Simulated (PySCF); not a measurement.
# H6O3Tl (Tl(H2O)33+): the cost of one run

Method: PBE0, Tl def2-SVP with ECP60, O def2-SVP, H def2-SVP; scalar-relativistic core potentials, no spin–orbit coupling; program: PySCF 2.14.0.

1 further run of the same task is left out (for a known fault of the program).

### Step 1. The starting structure

10 atoms, charge 3, spin multiplicity 1.

Bond lengths: Tl1–O2 2.230 Å, Tl1–O5 2.230 Å, Tl1–O8 2.230 Å, O2–H3 0.970 Å, O2–H4 0.970 Å, O5–H6 0.970 Å, O5–H7 0.970 Å, O8–H9 0.970 Å, O8–H10 0.970 Å. Angles: O2–Tl1–O5 120.0°, O2–Tl1–O8 120.0°, O5–Tl1–O8 120.0°, Tl1–O2–H3 127.5°, Tl1–O2–H4 127.5°, H3–O2–H4 105.1°, Tl1–O5–H6 127.5°, Tl1–O5–H7 127.5°, H6–O5–H7 105.1°, Tl1–O8–H9 127.5°, Tl1–O8–H10 127.5°, H9–O8–H10 105.1°.

As a file:

```xyz
10

Tl    0.0000    0.0000    0.0000
O     2.2300    0.0000    0.0000
H     2.8200    0.0000    0.7700
H     2.8200    0.0000   -0.7700
O    -1.1150    1.9312    0.0000
H    -1.4100    2.4422    0.7700
H    -1.4100    2.4422   -0.7700
O    -1.1150   -1.9312    0.0000
H    -1.4100   -2.4422    0.7700
H    -1.4100   -2.4422   -0.7700
```

Formal oxidation states: Tl +3.

### Step 2. SCF at the start, singlet

File run.py (the lines that set the calculation):

```python
mol = gto.M(atom='''
Tl     0.00000     0.00000     0.00000
O      2.23000     0.00000     0.00000
H      2.82000     0.00000     0.77000
H      2.82000     0.00000    -0.77000
O     -1.11500     1.93120     0.00000
H     -1.41000     2.44220     0.77000
H     -1.41000     2.44220    -0.77000
O     -1.11500    -1.93120     0.00000
H     -1.41000    -2.44220     0.77000
H     -1.41000    -2.44220    -0.77000''',
    basis={'Tl': 'def2-SVP', 'O': 'def2-SVP', 'H': 'def2-SVP'},
    ecp={'Tl': 'def2-SVP'},
    charge=3, spin=0)
mf = dft.RKS(mol, xc='PBE0')
mf.grids.atom_grid = (50, 194)
mf = mf.density_fit()  # fitting sets: Tl def2-universal-JKFIT, O def2-universal-JKFIT, H def2-universal-JKFIT
mf.conv_tol = 1e-08; mf.max_cycle = 55
mf.kernel(dm0)  # dm0: free metal ions and neutral atoms
```

Started as:

```sh
OMP_NUM_THREADS=2 python run.py
```

What time and memory should one allow on 2 threads of Intel Xeon Platinum 8488C (Sapphire Rapids), shared host?

About 3.5 s, with a peak of 0.59 GiB.
